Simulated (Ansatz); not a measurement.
# SVWN5/aug-cc-pVDZ run of [SiCl3]+ (SMILES Cl[Si+](Cl)Cl)

Aim: the energy change on altering one bond length of [SiCl3]+ at SVWN5/aug-cc-pVDZ, from 2 runs. 

The calculation is run with Ansatz 0.2.0.

1 further run of the same task is left out (it didn't finish).

### 1 The structure to begin with

The species is [SiCl3]+ (4 atoms), meant as a singlet with charge +1. SMILES: `Cl[Si+](Cl)Cl`. The shape is that of a PBE0-D4/def2-TZVP optimisation.

Bond lengths: Cl1–Si2 1.947 Å, Si2–Cl3 1.947 Å, Si2–Cl4 1.947 Å. Angles: Cl1–Si2–Cl3 120.0°, Cl1–Si2–Cl4 120.0°, Cl3–Si2–Cl4 120.0°.

### 2 A single-point energy at SVWN5/aug-cc-pVDZ

input.yaml

```yaml
crystal:
  periodic: [false, false, false]
  atoms:
    - {symbol: Cl, position_ang: [-1.556000, -0.622300, 0.990900]}
    - {symbol: Si, position_ang: [-0.000000, -0.000100, -0.000100]}
    - {symbol: Cl, position_ang: [1.772000, -0.669600, 0.449500]}
    - {symbol: Cl, position_ang: [-0.216000, 1.292000, -1.440300]}
basis:
  gaussian:
    orbitals: aug-cc-pVDZ
total_charge: 1
magnetization:
  spin_polarized: false
hamiltonian:
  xc: {name: SVWN5}
accuracy: high
output: {orbitals: {seedname: orbitals}}
```

Launch:

```
ansatz run input.yaml --threads 1 --pin off --max-ram 3480MiB --events-out events.jsonl --progress --plain --runs-dir runs
```

The log of the run:

```text
Warning: RAYON_NUM_THREADS=1 ignored (pool sized by the plan → 1); use --threads N
Functional definition: SVWN5
  name "SVWN5"
  exchange = slater_x
  correlation = vwn5_c
2143 factors; integrals over basis functions are off by at most 3.2e-9 eV
mean field evaluation 1: about -45285.8812 eV, gradient 3.2e1 eV
mean field evaluation 2: about -45286.1561 eV, gradient 3.1e1 eV
mean field evaluation 4: about -45288.5212 eV, gradient 1.7e0 eV
mean field evaluation 8: about -45288.5255 eV, gradient 7.0e-3 eV
mean field evaluation 16: about -45288.5255 eV, gradient 9.8e-7 eV
mean field -45288.52548485 eV, -1664.3226139032 hartree, gradient 1.2e-8 eV, S^2 0.000000; 0 other end points of the search recorded, 0 dependent functions left out
reference -45288.52549203 eV, -1664.3226141669 hartree; 32, 32 occupied and 76, 76 virtual orbitals, 2143 factors
Total energy: -45288.52549203 eV, -1664.3226141669 hartree
```

It took 6.3 s on 1 thread of Arm Neoverse V2, shared host; peak memory 0.29 GiB.

### 3 The distorted shape at the same level

job.yaml

```yaml
crystal:
  periodic: [false, false, false]
  atoms:
    - symbol: Cl
      position_ang: [-1.523602, -0.816105, 1.206918]
    - symbol: Si
      position_ang: [0.032398, -0.193905, 0.215918]
    - symbol: Cl
      position_ang: [1.804398, -0.863405, 0.665518]
    - symbol: Cl
      position_ang: [-0.216000, 1.292000, -1.440300]
basis:
  gaussian:
    orbitals: aug-cc-pVDZ
accuracy: high
total_charge: 1
output:
  orbitals: {seedname: orbitals}
hamiltonian:
  xc: {name: SVWN5}
```

Launch:

```
ansatz run job.yaml --threads 1 --pin off --max-ram 3480MiB --events-out events.jsonl --progress --plain --runs-dir runs
```

The log of the run:

```text
Warning: RAYON_NUM_THREADS=1 ignored (pool sized by the plan → 1); use --threads N
[... 4 set-up lines as earlier in the session ...]
2148 factors; integrals over basis functions are off by at most 3.2e-9 eV
mean field evaluation 1: about -45285.3671 eV, gradient 3.1e1 eV
mean field evaluation 2: about -45283.3525 eV, gradient 4.1e1 eV
mean field evaluation 4: about -45287.9737 eV, gradient 9.3e-1 eV
mean field evaluation 8: about -45287.9725 eV, gradient 5.5e-2 eV
mean field evaluation 16: about -45287.9725 eV, gradient 8.8e-7 eV
mean field -45287.97252881 eV, -1664.3022931435 hartree, gradient 1.4e-8 eV, S^2 0.000000; 0 other end points of the search recorded, 0 dependent functions left out
reference -45287.97253564 eV, -1664.3022933943 hartree; 32, 32 occupied and 76, 76 virtual orbitals, 2148 factors
Total energy: -45287.97253564 eV, -1664.3022933943 hartree
```

It took 6.3 s on 1 thread of Arm Neoverse V2, shared host; peak memory 0.29 GiB.

### 4 Outcome

At SVWN5/aug-cc-pVDZ:

```
                                                           quantity           value
                                          first shape: total energy  -1664.32261 Eh
                                           first shape: HOMO energy       -14.16 eV
                                           first shape: LUMO energy        -9.41 eV
                                         first shape: HOMO–LUMO gap         4.75 eV
                                      distorted shape: total energy  -1664.30229 Eh
                                       distorted shape: HOMO energy       -13.70 eV
                                       distorted shape: LUMO energy       -10.02 eV
                                     distorted shape: HOMO–LUMO gap         3.69 eV
energy change with the Si2–Cl4 bond stretched from 1.947 to 2.239 Å        0.553 eV
```

What this shows: With the Si2–Cl4 bond stretched from 1.947 to 2.239 Å the energy rises by 0.55 eV (12.8 kcal/mol). The first shape isn't relaxed at this level, so the change isn't measured from a minimum.
